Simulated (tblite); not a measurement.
# C5H7GaS2: the cost of one run

The runs use tblite 0.8.0 and PySCF 2.14.0, with density-fitted response routines of our own; the level of theory stands in each step. All values are computed, except where a source is named. Atoms count from 0, in the outputs and in this text.

## (1) The molecule as given

15 atoms, charge 0, multiplicity 1; geometry from: force field or distance geometry start.

Bonds of the start (Å): C0–C1 1.29, C1–S2 1.79, S2–Ga3 2.54, Ga3–C4 1.85, C4–C5 1.52, C5–C6 1.50, Ga3–S7 2.47, S7–C0 1.73, C6–C4 1.53, C0–H8 1.17, C1–H9 1.10, C4–H10 1.12, C5–H11 1.11, C5–H12 1.12, C6–H13 1.11, C6–H14 1.10.

## (2) Geometry optimisation with GFN2-xTB

Job settings and geometry (Å):

```
{"job": {"kind": "relax", "xc": "GFN2-xTB", "basis": "xTB"}, "charge": 0, "multiplicity": 1}
C      2.908300    -0.489000     0.130300
C      2.886300     0.605900    -0.545100
S      1.284000     1.387100    -0.687500
Ga     0.130600    -0.844100    -1.054400
C     -1.612900    -0.834500    -0.436300
C     -1.904000     0.031000     0.774200
C     -2.120100     0.603600    -0.600600
S      1.567500    -1.268800     0.906700
H      3.953300    -1.014600     0.229900
H      3.765100     1.080000    -1.004800
H     -2.394200    -1.609700    -0.616600
H     -1.042900     0.479000     1.305400
H     -2.828500    -0.218400     1.363000
H     -3.188000     0.721000    -0.874000
H     -1.408900     1.379600    -0.923300
```

The run is started by

```bash
$ OMP_NUM_THREADS=1 python probes_run.py task.json out
```

This one command runs all jobs of the session in turn.

Q: Estimate the wall time of this first job on 1 thread of Arm Neoverse N1, shared host.

About 2 s.
